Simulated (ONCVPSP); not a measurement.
# Pseudopotential generation for Se: ONCV, PBE

Do these settings give a usable potential? It is generated, then checked for transferability, scattering, ghosts and hardness.

Program: ONCVPSP 4.0.1.1 (patched build). Reference atom: PBE, scalar-relativistic, spherical and spin-unpolarised. All values are calculated.

## (1) The atom and the settings

The settings as typed:

| Quantity | Value |
| --- | --- |
| element | selenium (Se, Z = 34) |
| type | optimised norm-conserving Vanderbilt (ONCV) |
| frozen core | [Ar] 3d10 |
| valence charge | 6 |
| reference configuration | 4s2 4p4 |
| partial waves | 4s: rc 1.45 bohr, ncon 4, nbas 9, qcut 3.9 1/bohr, 2 projectors, debl 2.3 Ha; 4p: rc 1.80 bohr, ncon 4, nbas 7, qcut 5.5 1/bohr, 2 projectors, debl 3.6 Ha; d scattering state at 0.44 Ha: rc 1.40 bohr, ncon 4, nbas 8, qcut 7.5 1/bohr, 3 projectors, debl 1.9 Ha |
| local potential | polynomial inside 1.25 bohr (lpopt 5, dvloc0 4 Ha) |
| core correction | Teter function, fcfact 3.25, rcfact 1.45 |

The nodes and maxima of the atom's own shells, from an earlier all-electron run, set the scale for the radii.

All-electron outer shells of the reference configuration (PBE, scalar-relativistic, ld1.x):

| shell | level (eV) | outermost node (bohr) | outermost maximum (bohr) |
| --- | --- | --- | --- |
| 3p | -152.98 | 0.21 | 0.50 |
| 3d | -53.12 | – | 0.45 |
| 4s | -17.29 | 0.70 | 1.51 |
| 4p | -6.51 | 0.74 | 1.82 |

## (2) Generating the potential

Input file Se.dat:

```
# ATOM AND REFERENCE CONFIGURATION
# atsym  z   nc   nv     iexc    psfile
  Se 34.00    6    2        4      upf
#
#   n    l    f
    1    0    2.00
    2    0    2.00
    2    1    6.00
    3    0    2.00
    3    1    6.00
    3    2   10.00
    4    0    2.00
    4    1    4.00
#
# PSEUDOPOTENTIAL AND OPTIMIZATION
# lmax
    2
#
#   l,   rc,      ep,       ncon, nbas, qcut
    0    1.45    0.00    4    9    3.90
    1    1.80    0.00    4    7    5.50
    2    1.40    0.44    4    8    7.50
#
# LOCAL POTENTIAL
# lloc, lpopt,  rc(5),   dvloc0
    4    5    1.25    4.00
#
# VANDERBILT-KLEINMAN-BYLANDER PROJECTORs
# l, nproj, debl
    0    2    2.30
    1    2    3.60
    2    3    1.90
#
# MODEL CORE CHARGE
# icmod, fcfact, rcfact
    3    3.25    1.45
#
# LOG DERIVATIVE ANALYSIS
# epsh1, epsh2, depsh
   -2.00    5.00    0.02
#
# OUTPUT GRID
# rlmax, drl
    6.00    0.01
#
# TEST CONFIGURATIONS
# ncnf
    4
# nvcnf
#   n    l    f
    2
    4    0    2.00
    4    1    3.00
#
    2
    4    0    2.00
    4    1    2.00
#
    2
    4    0    2.00
    4    1    1.00
#
    2
    4    0    2.00
    4    1    3.50
#
```

Run with:

```console
$ oncvpsp.x < Se.dat > Se.out
```

Q: Predict the outcome of this session. Wanted: cutoffs for 1 and 0.1 mHa per electron, occupied waves; bound ghosts; GHOST(+) flags; largest test error; largest phase difference near zero energy, channels read; rms error of d²Exc/dn², without and with the model core.

The runs gave:

| quantity | value |
| --- | --- |
| cutoffs for 1 and 0.1 mHa per electron, occupied waves | 35 Ha and 103 Ha |
| bound ghosts | d at -52.99 eV |
| GHOST(+) flags | s at 155 eV, d at 2790 eV |
| largest test error (AE − PS) | -119 meV, for 4s2 4p1 |
| largest phase difference near zero energy, channels read | 0.000 rad |
| rms error of d²Exc/dn², without and with the model core | 4.06 and 0.87 mHa |

What this shows: A bound ghost (d) makes it unfit for use: electrons can fall into a state that the atom doesn't have. Close by lies the frozen 3d level (-53.1 eV). By total energies transferability is fair for so large an energy: the largest error is 119 meV on 62.1 eV, for 4s2 4p1. That test lies far up in energy; among those under 40 eV, nearer to bonding, the largest error is 32 meV. By its cutoff, 35 Ha for the looser tolerance, it is hard. The tighter tolerance needs 103 Ha, and converged work needs a cutoff nearer that. At the looser tolerance the 4s wave is the slowest; 4p needs 11 Ha. That counts occupied waves only; other projectors can need more. Near zero energy the phases of the channels with partial waves agree within 0.001 rad. The program also flags highly localised states, GHOST(+) (s, d). These are tests on the free atom; a crystal test is still owed.
